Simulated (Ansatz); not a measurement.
# SiC (Moissanite): a point defect seen from the nuclei (Ta on a C site), part 2 of 2

How do the nuclei near a point defect see it? The defect is Ta on a C site in SiC (Moissanite) (cell charge +1), first unrelaxed. The cell is a supercell built from a COD entry. Planned: a single point, then a relaxation.

Ansatz 0.2.0; DFT, PBE, plane-wave PAW, default files, scalar-relativistic. Earlier steps stand in the parts before.

### 3 Ions relaxed

Contents of input.yaml:

```yaml
crystal:
  lattice:
    - [6.152, 0.0, 0.0]
    - [-3.076, 5.327788284, 0.0]
    - [0.0, 0.0, 10.096]
  atoms:
    - { symbol: Si, position: [0.1666666666, 0.3333333334, 0.0] }
    - { symbol: Si, position: [0.1666666666, 0.3333333334, 0.5] }
    - { symbol: Si, position: [0.1666666666, 0.8333333334, 0.0] }
    - { symbol: Si, position: [0.1666666666, 0.8333333334, 0.5] }
    - { symbol: Si, position: [0.6666666666, 0.3333333334, 0.0] }
    - { symbol: Si, position: [0.6666666666, 0.3333333334, 0.5] }
    - { symbol: Si, position: [0.6666666666, 0.8333333334, 0.0] }
    - { symbol: Si, position: [0.6666666666, 0.8333333334, 0.5] }
    - { symbol: Si, position: [0.3333333334, 0.1666666666, 0.25] }
    - { symbol: Si, position: [0.3333333334, 0.1666666666, 0.75] }
    - { symbol: Si, position: [0.3333333334, 0.6666666666, 0.25] }
    - { symbol: Si, position: [0.3333333334, 0.6666666666, 0.75] }
    - { symbol: Si, position: [0.8333333334, 0.1666666666, 0.25] }
    - { symbol: Si, position: [0.8333333334, 0.1666666666, 0.75] }
    - { symbol: Si, position: [0.8333333334, 0.6666666666, 0.25] }
    - { symbol: Si, position: [0.8333333334, 0.6666666666, 0.75] }
    - { symbol: Ta, position: [0.1666666666, 0.3333333334, 0.1925] }
    - { symbol: C, position: [0.1666666666, 0.3333333334, 0.6925] }
    - { symbol: C, position: [0.1666666666, 0.8333333334, 0.1925] }
    - { symbol: C, position: [0.1666666666, 0.8333333334, 0.6925] }
    - { symbol: C, position: [0.6666666666, 0.3333333334, 0.1925] }
    - { symbol: C, position: [0.6666666666, 0.3333333334, 0.6925] }
    - { symbol: C, position: [0.6666666666, 0.8333333334, 0.1925] }
    - { symbol: C, position: [0.6666666666, 0.8333333334, 0.6925] }
    - { symbol: C, position: [0.3333333334, 0.1666666666, 0.4425] }
    - { symbol: C, position: [0.3333333334, 0.1666666666, 0.9425] }
    - { symbol: C, position: [0.3333333334, 0.6666666666, 0.4425] }
    - { symbol: C, position: [0.3333333334, 0.6666666666, 0.9425] }
    - { symbol: C, position: [0.8333333334, 0.1666666666, 0.4425] }
    - { symbol: C, position: [0.8333333334, 0.1666666666, 0.9425] }
    - { symbol: C, position: [0.8333333334, 0.6666666666, 0.4425] }
    - { symbol: C, position: [0.8333333334, 0.6666666666, 0.9425] }
total_charge: 1
kpoints:
  mp_grid: { grid: [4, 4, 2] }
scf:
  occupations: { method: fermi_dirac, width: 0.01 }
hamiltonian:
  xc: pbe
  pseudopotentials: { kind: paw }
output:
  forces: true
  stress: true
  populations: true
  efg: { quadrupole_moments_barn: { Ta: 3.17 }, contact_densities: true }
relax:
  f_tol: 0.03
  max_steps: 40
```

The run is started by

```sh
> ansatz run input.yaml --threads 1 --pin off --max-ram 3072MiB --backend cpu --events-out ev --progress --plain --runs-dir out
```

Log:

```text
Warning: output.stress: scf.convergence.dr2_threshold = 1e-7 eV (the SCF's general default) is looser than the 3.2e-9 eV advised for a printed stress (1e-10 eV for each atom of the cell: 32). What an SCF threshold leaves in a stress goes as its square root, and in the free energy as the threshold itself, and one threshold admits the most on a small cell: of the crystals measured, under no hybrid functional and no lock of the moments, on runs that ended without the residual-converged pass, on stresses that held no estimate of that error, the worst erred by over 100 MPa in a component at 1e-7 eV an atom and by under 5 at 1e-10. Every solve of this run answers to scf.convergence.dr2_threshold, and the tensor of one is reported: a single SCF on the reported geometry and on this run's grids (its basis.xc_grid and basis.ecutrho_ratio typed), with scf.convergence.dr2_threshold at 3.2e-9 eV or tighter, prints it and tightens no other solve. Else set scf.convergence.dr2_threshold to 3.2e-9 eV or tighter. The threshold is an SCF's pass mark: one that does not reach it within its budget of iterations ends unconverged, or closes short of it on a stop that the run arms, and scf.convergence.dr2_threshold's page says what that costs each kind of run
Warning: RAYON_NUM_THREADS=1 ignored (pool sized by the plan → 1); use --threads N
Ta: output.efg is read without spin–orbit coupling, which moves field gradients at and beside such atoms by some per cent and up to a factor of two; PAW files take it under magnetization.noncollinear and magnetization.spin_orbit
Engine: ansatz 0.2.0, aarch64-unknown-linux-gnu
Pseudopotentials: kind: paw
Pseudopotential: Si, paw, valence charge 4, recommended cutoff 420 eV (normal), Si.paw.azcp
Pseudopotential: Ta, paw, valence charge 13, recommended cutoff 420 eV (normal), Ta.paw.azcp
Pseudopotential: C, paw, valence charge 4, recommended cutoff 420 eV (normal), C.paw.azcp
Functional definition: PBE
  parameter kappa = 0.804
  parameter beta = 0.06672455060314922
  exchange = pbe_x(kappa = kappa, mu = beta*pi^2/3)
  correlation = pbe_c(beta = beta)
Crystal: 32 atoms, lattice volume = 330.912 Å³
Basis set: ecut = 420 eV, 6459 PW (Γ), exchange–correlation on 90×90×144 points (8 copies of the dense FFT grid, shifted against one another)
Bands: 100, of which v1, the nominal top of the filled ones, is band 68 counted from 1 (67 counted from 0)
Symmetry: 6 space group operations
Space group: P3m1 (ITA 156), of the structure as read, at distance tolerance 6.9e-5 Å
k-points: 8 of 32 (time reversal used)
Non-local potential: Si, projectors of the file, l = 0: 2, l = 1: 2, l = 2: 2
Non-local potential: Ta, projectors of the file, l = 0: 3, l = 1: 2, l = 2: 2, l = 3: 1
Non-local potential: C, projectors of the file, l = 0: 2, l = 1: 2, l = 2: 1
PAW form: soft (Blöchl's): semilocal exchange-correlation on the pseudo side does not see the compensation charge
PAW one-centre angular grid: Si, 110 points (default); XC on 64 Gauss nodes
PAW one-centre angular grid: Ta, 590 points (default); XC on 64 Gauss nodes
PAW one-centre angular grid: C, 110 points (default); XC on 64 Gauss nodes
Initial density: superposition of atomic densities (neutral atoms scaled as one to the charged cell's electrons: chi_scale 0, normalization atom), corrected by the library's trained network
Initial wavefunctions: pseudopotential atomic-orbital guess
Functional: x = pbe(κ = 0.804, μ = 0.2195149727645171), c = pbe(β = 0.06672455060314922)
SCF iter   1: F=—  HF=-23861.672747 eV  |F-HF|=—  |Δ(HF+E_count)|=         —  Δρ=1.09e-2  dr2=3.01e-1  ethr=1.77e-3  ⟨swp⟩=6.0  Hψ=3637  notcnv=0  defer=78
preconditioner: auto → Resta (q_TF=auto, 2.352 Å⁻¹)  ε∞=5.2  [insulator: Δε(μ)=0.047 eV  Ē_g=11.283 eV  σ=0.010 eV  W_gap=0.52  n_scr=66 (ndim 8)  ℏωp=23.1 eV  f_vac=0.000  D(μ)=12.00/eV (n_scr^D=98)  ε∞_Penn≈5.2]
SCF iter   2: F=—  HF=-23861.628129 eV  |F-HF|=—  |Δ(HF+E_count)|=   4.46e-2  Δρ=5.87e-3  dr2=8.48e-2  ethr=2.21e-4  ⟨swp⟩=2.0  Hψ=980  notcnv=0  defer=197
preconditioner: auto → Kerker (q_TF=auto, 2.352 Å⁻¹)  [metal: Δε(μ)=0.008 eV  Ē_g=11.282 eV  σ=0.010 eV  W_gap=0.20  n_scr=66 (ndim 8)  ℏωp=23.1 eV  f_vac=0.000  D(μ)=11.85/eV (n_scr^D=98)]
SCF iter   3: F=—  HF=-23861.616472 eV  |F-HF|=—  |Δ(HF+E_count)|=   1.17e-2  Δρ=7.91e-4  dr2=3.01e-3  ethr=6.24e-5  ⟨swp⟩=3.1  Hψ=1172  notcnv=0  defer=205
SCF iter   4: F=—  HF=-23861.616540 eV  |F-HF|=—  |Δ(HF+E_count)|=   6.88e-5  Δρ=1.84e-4  dr2=2.84e-4  ethr=2.22e-6  ⟨swp⟩=2.0  Hψ=1118  notcnv=0  defer=205
SCF iter   5: F=—  HF=-23861.616536 eV  |F-HF|=—  |Δ(HF+E_count)|=   4.72e-6  Δρ=5.95e-5  dr2=6.84e-5  ethr=2.09e-7  ⟨swp⟩=2.0  Hψ=1059  notcnv=0  defer=205
SCF iter   6: F=-23861.616519 eV  HF=-23861.616529 eV  |F-HF|=9.93e-6  |Δ(HF+E_count)|=   6.81e-6  Δρ=2.06e-5  dr2=1.12e-5  ethr=1.65e-8  ⟨swp⟩=4.0  Hψ=2292  notcnv=0
SCF 1 converged in 6 iterations: F = -23861.616519 eV  dr2 = 1.12e-5
relax step   1: F+E_penalty+E_count = -23861.61651899 eV  Δ(F+E_penalty+E_count) = +0.000e0 eV  max|allowed force component| = 1.754e1 eV/Å  Δτ_max = 0.0000 Å  (6 SCF iters, dr2 threshold 2.25e-5 eV, accepted)
[... from here on, the SCF cycles and remarks between the steps are left out ...]
relax step   2: F+E_penalty+E_count = -23871.57816500 eV  Δ(F+E_penalty+E_count) = -9.962e0 eV  max|allowed force component| = 7.236e0 eV/Å  Δτ_max = 0.1950 Å  (6 SCF iters, dr2 threshold 1.00e-4 eV, accepted)
relax step   3: F+E_penalty+E_count = -23875.18036965 eV  Δ(F+E_penalty+E_count) = -3.602e0 eV  max|allowed force component| = 3.109e0 eV/Å  Δτ_max = 0.1949 Å  (6 SCF iters, dr2 threshold 1.00e-4 eV, accepted)
relax step   4: F+E_penalty+E_count = -23876.13005527 eV  Δ(F+E_penalty+E_count) = -9.497e-1 eV  max|allowed force component| = 1.370e0 eV/Å  Δτ_max = 0.1956 Å  (6 SCF iters, dr2 threshold 1.00e-4 eV, accepted)
relax step   5: F+E_penalty+E_count = -23876.57707513 eV  Δ(F+E_penalty+E_count) = -4.470e-1 eV  max|allowed force component| = 1.236e0 eV/Å  Δτ_max = 0.1832 Å  (6 SCF iters, dr2 threshold 1.00e-4 eV, accepted)
relax step   6: F+E_penalty+E_count = -23877.27631043 eV  Δ(F+E_penalty+E_count) = -6.992e-1 eV  max|allowed force component| = 1.432e0 eV/Å  Δτ_max = 0.1953 Å  (6 SCF iters, dr2 threshold 1.00e-4 eV, accepted)
relax step   7: F+E_penalty+E_count = -23877.95527625 eV  Δ(F+E_penalty+E_count) = -6.790e-1 eV  max|allowed force component| = 1.679e0 eV/Å  Δτ_max = 0.1959 Å  (6 SCF iters, dr2 threshold 1.00e-4 eV, accepted)
relax step   8: F+E_penalty+E_count = -23878.03931742 eV  Δ(F+E_penalty+E_count) = -8.404e-2 eV  max|allowed force component| = 4.184e-1 eV/Å  Δτ_max = 0.0387 Å  (6 SCF iters, dr2 threshold 1.00e-4 eV, accepted)
relax step   9: F+E_penalty+E_count = -23878.05908381 eV  Δ(F+E_penalty+E_count) = -1.977e-2 eV  max|allowed force component| = 2.390e-1 eV/Å  Δτ_max = 0.0361 Å  (6 SCF iters, dr2 threshold 1.09e-5 eV, accepted)
relax step  10: F+E_penalty+E_count = -23878.06499783 eV  Δ(F+E_penalty+E_count) = -5.914e-3 eV  max|allowed force component| = 3.058e-2 eV/Å  Δτ_max = 0.0138 Å  (6 SCF iters, dr2 threshold 3.57e-6 eV, accepted)
relax step  11: F+E_penalty+E_count = -23878.06524256 eV  Δ(F+E_penalty+E_count) = -2.447e-4 eV  max|allowed force component| = 3.148e-2 eV/Å  Δτ_max = 0.0024 Å  (6 SCF iters, accepted)
relax step  12: F+E_penalty+E_count = -23878.06529656 eV  Δ(F+E_penalty+E_count) = -5.399e-5 eV  max|allowed force component| = 1.035e-2 eV/Å  Δτ_max = 0.0018 Å  (6 SCF iters, accepted)
NSCF: frozen V_eff on 8 k-points
the band table was solved once a step of the walk had ended and its energy, with any forces and stress, was formed, with the checks that follow a solve (4592 applications of the Hamiltonian). They found nothing against the state; the energy, forces and stress were not computed again (output.eigenvalues in the input reference)
SCF converged after 6 iterations
Free energy (F): -23878.065297 eV
Harris-Foulkes:  -23878.065297 eV  (|F-HF|=3.64e-12)
Internal energy: -23878.064132 eV  (E = F + TS)
E sigma→0 (E₀):  -23878.064714 eV
Entropy (-TS):   -0.001164 eV (-0.036 meV/atom)
Fermi energy:    12.395140 eV
--- Per-component energies (eV) ---
[... 15 lines left out ...]
--- Forces (eV/Å), atoms counted from 1 ---
  atom   1  Si     0.00000000    -0.00000000    -0.00823435
  atom   2  Si     0.00000000    -0.00000000     0.00350683
  atom   3  Si     0.00105931     0.00061159     0.00083877
  atom   4  Si    -0.00005719    -0.00003302    -0.00113445
  atom   5  Si     0.00000000    -0.00122318     0.00083877
  atom   6  Si     0.00000000     0.00006603    -0.00113445
[... 26 lines left out ...]
  max |Σ_I F_I| component: 7.71e-6 eV/Å
--- Stress (GPa, compression-positive) ---
       15.370011      -0.000000       0.000000
        0.000000      15.370011       0.000000
        0.000000       0.000000      14.252590
  P = ⅓ Tr σ = 14.9975 GPa (149.975 kbar)
--- PAW observables at the nuclei: V_zz in 10²¹ V/m², potentials from the cell's mean, atoms counted from 1 ---
  atom   1  Si V_zz =    -1.637831   η = 0.0000   by run symmetry: allowed
            electrostatic potential = -1363.090108 V   contact ρ = 12807.927187 e/Å³
  atom   2  Si V_zz =    +6.463720   η = 0.0000   by run symmetry: allowed
            electrostatic potential = -1362.778816 V   contact ρ = 12807.759911 e/Å³
  atom   3  Si V_zz =    +1.783269   η = 0.7856   by run symmetry: allowed
            electrostatic potential = -1363.266106 V   contact ρ = 12807.013033 e/Å³
  atom   4  Si V_zz =    +1.450410   η = 0.2981   by run symmetry: allowed
            electrostatic potential = -1363.419842 V   contact ρ = 12806.699039 e/Å³
  atom   5  Si V_zz =    +1.783269   η = 0.7856   by run symmetry: allowed
            electrostatic potential = -1363.266106 V   contact ρ = 12807.013034 e/Å³
  atom   6  Si V_zz =    +1.450410   η = 0.2981   by run symmetry: allowed
            electrostatic potential = -1363.419842 V   contact ρ = 12806.699038 e/Å³
  atom   7  Si V_zz =    +1.783269   η = 0.7856   by run symmetry: allowed
            electrostatic potential = -1363.266106 V   contact ρ = 12807.013033 e/Å³
  atom   8  Si V_zz =    +1.450410   η = 0.2981   by run symmetry: allowed
            electrostatic potential = -1363.419842 V   contact ρ = 12806.699039 e/Å³
  atom   9  Si V_zz =    -3.877789   η = 0.5040   by run symmetry: allowed
            electrostatic potential = -1364.589771 V   contact ρ = 12808.860429 e/Å³
  atom  10  Si V_zz =    -4.003177   η = 0.8932   by run symmetry: allowed
            electrostatic potential = -1362.725141 V   contact ρ = 12807.139768 e/Å³
  atom  11  Si V_zz =    -3.877789   η = 0.5040   by run symmetry: allowed
            electrostatic potential = -1364.589771 V   contact ρ = 12808.860430 e/Å³
  atom  12  Si V_zz =    -4.003177   η = 0.8932   by run symmetry: allowed
            electrostatic potential = -1362.725141 V   contact ρ = 12807.139770 e/Å³
  atom  13  Si V_zz =    -3.877789   η = 0.5040   by run symmetry: allowed
            electrostatic potential = -1364.589771 V   contact ρ = 12808.860429 e/Å³
  atom  14  Si V_zz =    -4.003177   η = 0.8932   by run symmetry: allowed
            electrostatic potential = -1362.725141 V   contact ρ = 12807.139768 e/Å³
  atom  15  Si V_zz =    +0.900484   η = 0.0000   by run symmetry: allowed
            electrostatic potential = -1363.800820 V   contact ρ = 12807.262962 e/Å³
  atom  16  Si V_zz =    -1.424951   η = 0.0000   by run symmetry: allowed
            electrostatic potential = -1363.043130 V   contact ρ = 12806.807261 e/Å³
  atom  17  Ta V_zz =   -52.161160   η = 0.0000   by run symmetry: allowed   C_q = -3998.1665 MHz
            electrostatic potential = -14490.921368 V   contact ρ = 8154502.778976 e/Å³
  atom  18  C  V_zz =    +0.348018   η = 0.0000   by run symmetry: allowed
            electrostatic potential = -418.638323 V   contact ρ = 867.349922 e/Å³
  atom  19  C  V_zz =    -0.709842   η = 0.5399   by run symmetry: allowed
            electrostatic potential = -420.109775 V   contact ρ = 867.668897 e/Å³
  atom  20  C  V_zz =    +0.353507   η = 0.7927   by run symmetry: allowed
            electrostatic potential = -419.647887 V   contact ρ = 866.953345 e/Å³
  atom  21  C  V_zz =    -0.709842   η = 0.5399   by run symmetry: allowed
            electrostatic potential = -420.109775 V   contact ρ = 867.668897 e/Å³
  atom  22  C  V_zz =    +0.353507   η = 0.7927   by run symmetry: allowed
            electrostatic potential = -419.647887 V   contact ρ = 866.953345 e/Å³
  atom  23  C  V_zz =    -0.709842   η = 0.5399   by run symmetry: allowed
            electrostatic potential = -420.109775 V   contact ρ = 867.668897 e/Å³
  atom  24  C  V_zz =    +0.353507   η = 0.7927   by run symmetry: allowed
            electrostatic potential = -419.647887 V   contact ρ = 866.953345 e/Å³
  atom  25  C  V_zz =    +0.426838   η = 0.1044   by run symmetry: allowed
            electrostatic potential = -419.904631 V   contact ρ = 866.900091 e/Å³
  atom  26  C  V_zz =    -0.898973   η = 0.9473   by run symmetry: allowed
            electrostatic potential = -419.394828 V   contact ρ = 867.085605 e/Å³
  atom  27  C  V_zz =    +0.426838   η = 0.1044   by run symmetry: allowed
            electrostatic potential = -419.904631 V   contact ρ = 866.900091 e/Å³
  atom  28  C  V_zz =    -0.898973   η = 0.9473   by run symmetry: allowed
            electrostatic potential = -419.394828 V   contact ρ = 867.085605 e/Å³
  atom  29  C  V_zz =    +0.426838   η = 0.1044   by run symmetry: allowed
            electrostatic potential = -419.904631 V   contact ρ = 866.900091 e/Å³
  atom  30  C  V_zz =    -0.898973   η = 0.9473   by run symmetry: allowed
            electrostatic potential = -419.394828 V   contact ρ = 867.085605 e/Å³
  atom  31  C  V_zz =    +0.015835   η = 0.0000   by run symmetry: allowed
            electrostatic potential = -419.967948 V   contact ρ = 866.851061 e/Å³
  atom  32  C  V_zz =    +0.377261   η = 0.0000   by run symmetry: allowed
            electrostatic potential = -419.953838 V   contact ρ = 866.928517 e/Å³
--- Band table (eV; the first three rows and the last of 8) ---
[... 4 lines left out ...]
--- Relaxed structure (12 steps of the walk, 12 accepted, 0 SCFs on fresh bases) ---
  F+E_penalty+E_count = -23878.06529656 eV   max|allowed force component| = 1.035e-2 eV/Å
  atoms:
[... 32 lines left out ...]
--- Löwdin populations: 32 sites ---
  site symbol       q [e]
[... 32 lines left out ...]
  spilling = 0.010785 (of n_electrons = 136.000000)
```

Wall time 3.3 min (1 thread of Arm Neoverse V2, shared host); peak memory 0.72 GiB.

Relaxation path:

| step | energy change (eV) | largest force component (eV/Å) |
| --- | --- | --- |
| 1 | 0.0000 | 17.537 |
| 2 | -9.9616 | 7.236 |
| 3 | -13.5639 | 3.109 |
| 4 | -14.5135 | 1.370 |
| 5 | -14.9606 | 1.236 |
| 6 | -15.6598 | 1.432 |
| 7 | -16.3388 | 1.679 |
| 8 | -16.4228 | 0.418 |
| 9 | -16.4426 | 0.239 |
| 10 | -16.4485 | 0.031 |
| 11 | -16.4487 | 0.031 |
| 12 | -16.4488 | 0.010 |

Atom 1 (Si) moved farthest, 1.112 Å; the mean move was 0.139 Å.

State: no gap over 0.1 eV on the mesh, largest force 0.010 eV/Å, pressure 15.0 GPa.

Against step 2 (V_zz in 10²¹ V/m²; 9 of 16 rows, with the four largest changes of size):

| site | atoms | V_zz, PBE | V_zz, PBE relaxed | η, PBE | η, PBE relaxed |
| --- | --- | --- | --- | --- | --- |
| Ta | 17 | -9.37 | -52.2 | 0.00 | 0.00 |
| Si9 | 9, 11, 13 | 1.34 | -3.88 | 0.14 | 0.50 |
| Si1 | 1 | -4.84 | -1.64 | 0.00 | 0.00 |
| C19 | 19, 21, 23 | 2.13 | -0.71 | 0.16 | 0.54 |
| C25 | 25, 27, 29 | 1.48 | 0.43 | 0.14 | 0.10 |
| C26 | 26, 28, 30 | 1.27 | -0.90 | 0.16 | 0.95 |
| Si2 | 2 | 1.27 | 6.46 | 0.00 | 0.00 |
| Si15 | 15 | 1.06 | 0.90 | 0.00 | 0.00 |
| Si3 | 3, 5, 7 | 2.05 | 1.78 | 0.13 | 0.79 |

Site by site (atoms counted from 1): 12 of 16, those nearest the defect, the farthest of each element and the two largest gradients.

| site | atoms | distance from the defect (Å) | V_zz (10²¹ V/m²) | η | C_Q (MHz) |
| --- | --- | --- | --- | --- | --- |
| Ta | 17 | 0.00 | -52.2 | 0.00 | -3998 (¹⁸¹Ta) |
| Si1 | 1 | 2.24 | -1.64 | 0.00 | – |
| Si9 | 9, 11, 13 | 2.39 | -3.88 | 0.50 | – |
| C26 | 26, 28, 30 | 2.50 | -0.90 | 0.95 | – |
| C19 | 19, 21, 23 | 3.20 | -0.71 | 0.54 | – |
| Si3 | 3, 5, 7 | 3.24 | 1.78 | 0.79 | – |
| Si15 | 15 | 3.84 | 0.90 | 0.00 | – |
| C25 | 25, 27, 29 | 3.88 | 0.43 | 0.10 | – |
| C32 | 32 | 3.92 | 0.38 | 0.00 | – |
| Si2 | 2 | 3.96 | 6.46 | 0.00 | – |
| Si4 | 4, 6, 8 | 5.03 | 1.45 | 0.30 | – |
| C20 | 20, 22, 24 | 5.23 | 0.35 | 0.79 | – |

Direction of the V_zz axis (Cartesian unit vector):

| site | atom | x | y | z |
| --- | --- | --- | --- | --- |
| Si1 | 1 | 0.00 | 0.00 | 1.00 |
| Si2 | 2 | 0.00 | 0.00 | 1.00 |
| Si3 | 3 | -0.50 | 0.87 | 0.00 |
| Si4 | 4 | -0.06 | -0.03 | 1.00 |
| Si9 | 9 | 0.61 | -0.35 | 0.71 |
| Si10 | 10 | 0.50 | 0.87 | 0.00 |
| Si15 | 15 | 0.00 | 0.00 | 1.00 |
| Si16 | 16 | 0.00 | 0.00 | 1.00 |
| Ta | 17 | 0.00 | 0.00 | 1.00 |
| C18 | 18 | 0.00 | 0.00 | 1.00 |

The sizes of the gradients above 0.15 moved by 54 % in the median, over a factor of two at the site that moves most (small gradients counted from 0.15; Ta, -9.37 to -52.2), with a change of sign at Si9, C19, C26 and others.

### 4 Spectra that follow from step 3

¹⁸¹Ta (I = 7/2, Q = 3170 mb) in zero field: pure quadrupole lines, for atoms at rest. Strengths are squared matrix elements for a powder, against the strongest line of the same site.

| site | count | line (MHz) | strength |
| --- | --- | --- | --- |
| Ta | 1 | 286 | 1.00 |
| Ta | 1 | 571 | 0.80 |
| Ta | 1 | 857 | 0.47 |

### 5 What came out

This closing draws on all 2 parts.

| quantity | value |
| --- | --- |
| state (step 3) | no gap over 0.1 eV on the mesh, largest force 0.010 eV/Å, pressure 15.0 GPa |
| V_zz by site, step 3 (10²¹ V/m²) | Ta -52.2, Si1 -1.64, Si9 -3.88, C26 -0.90, C19 -0.71, Si3 1.78, Si15 0.90, C25 0.43, … |
| largest C_Q in size, step 3 | 3998 MHz, ¹⁸¹Ta at Ta |
| step 3 (ions relaxed) against step 2 | 54 % in the median, over a factor of two at the site that moves most (small gradients counted from 0.15; Ta, -9.37 to -52.2), with a change of sign at Si9, C19, C26 and others |

Site Ta (4 Si at 2.24–2.39 Å, 3 C at 2.50 Å) carries the largest gradient. The runs allow no spin. The relaxation kept the symmetry P3m1, so a distorted place of lower energy may have been missed. With states at the Fermi level, this mesh doesn't settle the gradients near the defect. Moves of at most 1.11 Å on relaxation changed gradients by over a factor of two in size at the worst site (54 % in the median) (gradients over 0.15 counted), so at some sites the starting positions were a poor guide. The ¹⁸¹Ta zero-field lines reach up to 857 MHz, for nuclei at rest; thermal motion mostly lowers such lines a little. The run isn't spin-polarised, and a state with spin may lie lower. The defect repeats with the cell of 32 atoms, so it feels its images: sites between two images don't show the values beside a lone defect, and zeros or small values of η there can come from the images' arrangement. C and Si carry a gradient in the pure host already, so the values there aren't the defect's effect alone. The relaxation keeps the site symmetry 3m of the start, so the impurity can move only along its axis; a distortion that would localise the carrier isn't explored. A uniform background compensates the cell's charge. The defect cell has no gap above 0.1 eV on its mesh, so the values hang on the smearing and the k-mesh. In separate tests V_zz from these PAW files lay typically within 2 to 3 % of all-electron values, with misses above 10 % on Ta. The cell keeps the host's lattice, where the PBE pressure is 15 GPa (in a charged cell this depends on the convention for the mean potential). The program warns that gradients near heavy atoms lack spin–orbit coupling.
